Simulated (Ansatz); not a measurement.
# Ti3O4: the cost of one run

Computed with Ansatz 0.2.0 (DFT PBEsol, scalar-relativistic, plane waves, PAW, unless a step's input says otherwise).

### 1 The system as given

Symmetry: Cmmm, No. 65, orthorhombic system. The conventional cell has a = 5.826 Å, b = 8.061 Å, c = 2.969 Å, α = 90.00°, β = 90.00°, γ = 90.00°. Around Ti (site symmetry mmm) lie 6 O at 2.03 to 2.09 Å. Ti (site symmetry 2/m) is surrounded by 6 O at 2.02 to 2.08 Å. O (site symmetry 2mm) has 4 Ti at 2.02 to 2.03 Å in its first shell of neighbours. O (site symmetry m2m) is surrounded by 5 Ti at 2.08 to 2.09 Å.

Structure file:

```cif
data_structure
_symmetry_space_group_name_H-M 'P 1'
_symmetry_Int_Tables_number 1
_cell_length_a 4.9728
_cell_length_b 4.9728
_cell_length_c 2.9690
_cell_angle_alpha 90.000
_cell_angle_beta 90.000
_cell_angle_gamma 108.287
_cell_volume 69.71
loop_
_atom_site_label
_atom_site_type_symbol
_atom_site_fract_x
_atom_site_fract_y
_atom_site_fract_z
_atom_site_occupancy
Ti1 Ti 0.00000 0.00000 0.50000 1
Ti2 Ti 0.50000 0.00000 0.00000 1
Ti3 Ti 0.00000 0.50000 0.00000 1
O1 O 0.76278 0.76278 0.00000 1
O2 O 0.25888 0.74112 0.50000 1
O3 O 0.23722 0.23722 0.00000 1
O4 O 0.74112 0.25888 0.50000 1
```

It goes back to an entry of the Materials Project, which need not be the stable form.

This cell was relaxed beforehand with the same method: volume 9.96 Å³/atom, gap on the mesh none (metal).

### 2 Volume × 0.97

input.yaml reads:

```yaml
crystal:
  lattice:
    - [2.8833918311, -3.989640591, 0.0]
    - [2.8833918311, 3.989640591, 0.0]
    - [0.0, 0.0, 2.9390351515]
  atoms:
    - { symbol: Ti, position: [0.0, 0.0, 0.5] }
    - { symbol: Ti, position: [0.5, 0.0, 0.0] }
    - { symbol: Ti, position: [0.0, 0.5, 0.0] }
    - { symbol: O, position: [0.7627833111, 0.7627833111, 0.0] }
    - { symbol: O, position: [0.2588765549, 0.7411234451, 0.5] }
    - { symbol: O, position: [0.2372166889, 0.2372166889, 0.0] }
    - { symbol: O, position: [0.7411234451, 0.2588765549, 0.5] }
basis:
  ecutwfc: 420
kpoints:
  mp_grid: { grid: [8, 8, 12] }
hamiltonian:
  xc: pbesol
scf:
  occupations: { method: gaussian, width: 0.1 }
output:
  forces: true
  stress: true
  eigenvalues: true
relax:
  adjacent_minimum: "off"
  f_tol: 0.01
  max_steps: 30
  cell: { stress_tol: 0.1, fix: [volume] }
```

The run is started by

```console
$ ansatz run input.yaml --threads 2 --pin off --max-ram 5120MiB --backend cpu --events-out ev --progress --plain --runs-dir out
```

Q: Estimate wall time and peak memory on 2 threads of Intel Xeon 6975P-C (Granite Rapids), shared host.

About 22 s, with a peak of 0.61 GiB.
